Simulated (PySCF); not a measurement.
# One shape, several levels: CH9AlSi2 (SMILES [CH3][Al]([SiH3])[SiH3])

Aim: a comparison of 6 runs (HF/STO-3G, HF/def2-SVP, B3LYP/6-31G*, BP86/6-311+G**, TPSS/6-311+G**) of CH9AlSi2. The job is set up through a Python script.

The results are computed with PySCF 2.14.0.

## Step 1: Starting point

CH9AlSi2 has 13 atoms, charge 0, and is taken as a singlet. SMILES: `[CH3][Al]([SiH3])[SiH3]`. The coordinates come from a PBE0-D4/def2-TZVP relaxation.

Bond lengths: C1–Al2 1.956 Å, Al2–Si3 2.464 Å, Al2–Si4 2.462 Å, C1–H5 1.092 Å, C1–H6 1.096 Å, C1–H7 1.095 Å, Si3–H8 1.491 Å, Si3–H9 1.494 Å, Si3–H10 1.494 Å, Si4–H11 1.492 Å, Si4–H12 1.493 Å, Si4–H13 1.493 Å. Some angles: C1–Al2–Si3 118.5°, C1–Al2–Si4 122.5°, Si3–Al2–Si4 119.0°, Al2–C1–H5 113.4°, Al2–C1–H6 110.2°, Al2–C1–H7 110.6°, Al2–Si3–H8 113.6°, Al2–Si3–H9 111.0°, Al2–Si3–H10 111.1°, Al2–Si4–H11 114.1°.

## Step 2: Energy and forces at HF/STO-3G (run 1)

File start.xyz:

```xyz
13
CH9AlSi2
C     -0.781200     1.807700    -0.883500
Al    -0.094600     0.148500    -0.108300
Si     1.646500     0.295800     1.629200
Si    -0.909800    -2.069700    -0.798100
H     -1.525800     1.645200    -1.665500
H     -1.237800     2.428300    -0.104300
H      0.036000     2.401000    -1.307800
H      2.093600    -1.031300     2.140200
H      1.164000     1.080500     2.805100
H      2.858800     1.001300     1.115700
H     -1.962300    -2.030100    -1.854300
H     -1.479400    -2.808000     0.368100
H      0.212500    -2.903900    -1.321600
```

File run.py:

```python
from pyscf import gto

molecule = gto.M(
    atom='start.xyz',
    spin=0,
    verbose=4,
    basis='sto-3g',
    charge=0,
    max_memory=1860,
)

myscf = molecule.RHF()
myscf.conv_tol = 1e-10
myscf.kernel()
if not myscf.converged:
    myscf = myscf.newton().run(myscf.mo_coeff, myscf.mo_occ)

energy = myscf.e_tot
print(f'total energy: {energy:.8f} hartree')
grad = myscf.nuc_grad_method().kernel()
myscf.analyze()
```

Run with:

```console
OMP_NUM_THREADS=1 python run.py
```

Log:

```text
PySCF version 2.14.0

[... 63 lines left out ...]
converged SCF energy = -852.8844271488
[... 17 lines left out ...]
Two-electron Coulomb Energy =          636.580444528521980
[... 7 lines left out ...]
MO #5   energy= -5.89969591168316  occ= 2
[... 5 lines left out ...]
MO #11  energy= -3.92213623647832  occ= 2
[... 5 lines left out ...]
MO #17  energy= -0.867998861047048 occ= 2
[... 5 lines left out ...]
MO #23  energy= -0.399452692671103 occ= 2
[... 5 lines left out ...]
MO #29  energy= 0.284223450430207  occ= 0
[... 5 lines left out ...]
MO #35  energy= 0.577537102922813  occ= 0
[... 5 lines left out ...]
MO #41  energy= 0.77232046986571   occ= 0
[... 57 lines left out ...]
Dipole moment(X, Y, Z, Debye): -0.43737,  0.67139, -0.48491
```

It took 7.2 s on 1 thread of Intel Xeon at 2.50GHz (Skylake/Cascade Lake), shared host; peak memory 0.12 GiB.

## Step 3: Energy and forces at HF/def2-SVP (run 2)

File input.py:

```python
# [CH3][Al]([SiH3])[SiH3]
from pyscf import gto, scf

system = gto.Mole()
system.atom = '''
C       -0.781200       1.807700      -0.883500
Al      -0.094600       0.148500      -0.108300
Si       1.646500       0.295800       1.629200
Si      -0.909800      -2.069700      -0.798100
H       -1.525800       1.645200      -1.665500
H       -1.237800       2.428300      -0.104300
H        0.036000       2.401000      -1.307800
H        2.093600      -1.031300       2.140200
H        1.164000       1.080500       2.805100
H        2.858800       1.001300       1.115700
H       -1.962300      -2.030100      -1.854300
H       -1.479400      -2.808000       0.368100
H        0.212500      -2.903900      -1.321600
'''
system.verbose = 3
system.basis = 'def2-svp'
system.spin = 0
system.max_memory = 1860
system.build()

hf = scf.RHF(system)
hf.conv_tol = 1e-10
hf.kernel()
if not hf.converged:
    hf = hf.newton().run(hf.mo_coeff, hf.mo_occ)

e_tot = hf.e_tot
print('E(%s) = %.9f' % ('HF', e_tot))
grad = hf.nuc_grad_method().kernel()
hf.analyze()
```

Run with:

```console
OMP_NUM_THREADS=1 python input.py
```

Log:

```text
converged SCF energy = -862.589082693958
[... 10 lines left out ...]
MO #1   energy= -68.7366359940267  occ= 2
[... 13 lines left out ...]
MO #15  energy= -3.20478891103852  occ= 2
[... 13 lines left out ...]
MO #29  energy= 0.0271371683665187 occ= 0
[... 13 lines left out ...]
MO #43  energy= 0.372658354294842  occ= 0
[... 13 lines left out ...]
MO #57  energy= 0.678938238428683  occ= 0
[... 13 lines left out ...]
MO #71  energy= 0.896599559947338  occ= 0
[... 13 lines left out ...]
MO #85  energy= 1.64553882894747   occ= 0
[... 13 lines left out ...]
MO #99  energy= 2.12881495560752   occ= 0
[... 13 lines left out ...]
MO #113 energy= 3.29095981629739   occ= 0
[... 14 lines left out ...]
Dipole moment(X, Y, Z, Debye): -0.54371,  1.08490, -0.61075
```

Wall time 27 s (1 thread of Intel Xeon at 2.50GHz (Skylake/Cascade Lake), shared host); peak memory 0.27 GiB.

Runs 3 to 4 aren't shown in full; the table further down has their settings and results.

## Step 4: Energy and gradient at BP86/6-311+G(d,p) (run 5)

File run.py:

```python
# [CH3][Al]([SiH3])[SiH3]
from pyscf import gto, dft

mol = gto.M(
    atom='''
C   -0.781200   1.807700  -0.883500
Al  -0.094600   0.148500  -0.108300
Si   1.646500   0.295800   1.629200
Si  -0.909800  -2.069700  -0.798100
H   -1.525800   1.645200  -1.665500
H   -1.237800   2.428300  -0.104300
H    0.036000   2.401000  -1.307800
H    2.093600  -1.031300   2.140200
H    1.164000   1.080500   2.805100
H    2.858800   1.001300   1.115700
H   -1.962300  -2.030100  -1.854300
H   -1.479400  -2.808000   0.368100
H    0.212500  -2.903900  -1.321600
''',
    charge=0,
    basis='6-311+g**',
    verbose=3,
    max_memory=1860,
)

myscf = dft.RKS(mol, xc='bp86')
myscf.conv_tol = 1e-10
myscf.grids.level = 5
myscf.kernel()
if not myscf.converged:
    myscf = myscf.newton().run(myscf.mo_coeff, myscf.mo_occ)

e_final = myscf.e_tot
print('Final energy', e_final)
grad = myscf.nuc_grad_method().kernel()
myscf.analyze()
```

Run with:

```console
OMP_NUM_THREADS=1 python run.py
```

Log:

```text
converged SCF energy = -865.030529115593
[... 15 lines left out ...]
MO #6   energy= -5.04081358648228  occ= 2
[... 19 lines left out ...]
MO #26  energy= -0.30611456590457  occ= 2
[... 19 lines left out ...]
MO #46  energy= 0.0761175776337732 occ= 0
[... 19 lines left out ...]
MO #66  energy= 0.297207339318974  occ= 0
[... 19 lines left out ...]
MO #86  energy= 0.597018847062163  occ= 0
[... 19 lines left out ...]
MO #106 energy= 1.18957805685106   occ= 0
[... 19 lines left out ...]
MO #126 energy= 1.67154498694236   occ= 0
[... 19 lines left out ...]
MO #146 energy= 2.6527584854843    occ= 0
[... 19 lines left out ...]
MO #166 energy= 140.337654731262   occ= 0
[... 14 lines left out ...]
Dipole moment(X, Y, Z, Debye): -0.46978,  1.01271, -0.52754
```

Run time: 2.8 min. Hardware: 1 thread of Intel Xeon at 2.50GHz (Skylake/Cascade Lake), shared host; peak memory 2.1 GiB.

## Step 5: Energy and forces at TPSS/6-311+G(d,p) (run 6)

File job.py:

```python
# [CH3][Al]([SiH3])[SiH3]
from pyscf import gto, dft

molecule = gto.Mole()
molecule.atom = '''
C     -1.476254     3.416058    -1.669573
Al    -0.178768     0.280624    -0.204657
Si     3.111434     0.558981     3.078742
Si    -1.719273    -3.911166    -1.508190
H     -2.883344     3.108977    -3.147339
H     -2.339103     4.588822    -0.197098
H      0.068030     4.537232    -2.471384
H      3.956331    -1.948875     4.044392
H      2.199641     2.041849     5.300871
H      5.402349     1.892183     2.108367
H     -3.708210    -3.836333    -3.504119
H     -2.795661    -5.306351     0.695608
H      0.401567    -5.487576    -2.497462
'''
molecule.max_memory = 1860
molecule.verbose = 4
molecule.charge = 0
molecule.basis = '6-311+g**'
molecule.unit = 'bohr'
molecule.build()

mf = dft.RKS(molecule, xc='tpss')
mf.conv_tol = 1e-10
mf.grids.level = 5
mf.kernel()
if not mf.converged:
    mf = mf.newton().run(mf.mo_coeff, mf.mo_occ)

e_tot = mf.e_tot
print('E(%s) = %.9f' % ('TPSS', e_tot))
grad = mf.nuc_grad_method().kernel()
mf.analyze()
```

Run with:

```console
OMP_NUM_THREADS=1 python job.py
```

Log:

```text
PySCF version 2.14.0

[... 100 lines left out ...]
Two-electron Energy =                  564.551632554858656
[... 22 lines left out ...]
MO #19  energy= -0.484318354223941 occ= 2
[... 20 lines left out ...]
MO #40  energy= 0.0432088995263085 occ= 0
[... 20 lines left out ...]
MO #61  energy= 0.267298979053279  occ= 0
[... 20 lines left out ...]
MO #82  energy= 0.576360501702465  occ= 0
[... 20 lines left out ...]
MO #103 energy= 1.19742930474199   occ= 0
[... 20 lines left out ...]
MO #124 energy= 1.67527498098916   occ= 0
[... 20 lines left out ...]
MO #145 energy= 2.8087905890935    occ= 0
[... 20 lines left out ...]
MO #166 energy= 141.06347666099    occ= 0
[... 182 lines left out ...]
Dipole moment(X, Y, Z, Debye): -0.46988,  1.00492, -0.52846
```

Run time: 4.1 min. Hardware: 1 thread of Intel Xeon at 2.50GHz (Skylake/Cascade Lake), shared host; peak memory 2.1 GiB.

## Step 6: The series

```csv
run,level,integration grid,Cartesian functions,energy (Eh),dipole moment (D),HOMO energy (eV),LUMO energy (eV),wall time
1,HF/STO-3G,–,no,-852.884427,0.94,-6.65,7.73,7.2 s
2,HF/def2-SVP,–,no,-862.589083,1.36,-9.44,0.74,27 s
3,B3LYP/6-31G* (spherical functions),5,no,-864.930664,1.39,-6.76,-2.05,82 s
4,B3LYP/6-31G* (Cartesian functions),5,yes,-864.936607,1.39,-6.76,-2.05,83 s
5,BP86/6-311+G**,5,no,-865.030529,1.23,-6.19,-2.85,2.8 min
6,TPSS/6-311+G**,5,no,-865.040322,1.23,-6.25,-2.66,4.1 min
```

## Step 7: What came out

| quantity | value |
| --- | --- |
| run 6: total energy | -865.04032 Eh |
| run 6: dipole moment | 1.23 D |
| run 6: HOMO energy | -6.25 eV |
| run 6: LUMO energy | -2.66 eV |
| run 6: HOMO–LUMO gap | 3.58 eV |
| run 6: largest force on an atom | 0.182 eV/Å |

The dipole moment (its size) runs from 0.94 D (HF/STO-3G) to 1.39 D (B3LYP/6-31G*). The two ends differ in method and basis. The HOMO–LUMO gap runs from 3.34 eV (BP86/6-311+G**) to 14.39 eV (HF/STO-3G). Totals of different functionals can't be ranked against each other. In run 1 the basis is minimal, so the values are rough. All runs together took 10 min, the longest 4.1 min.
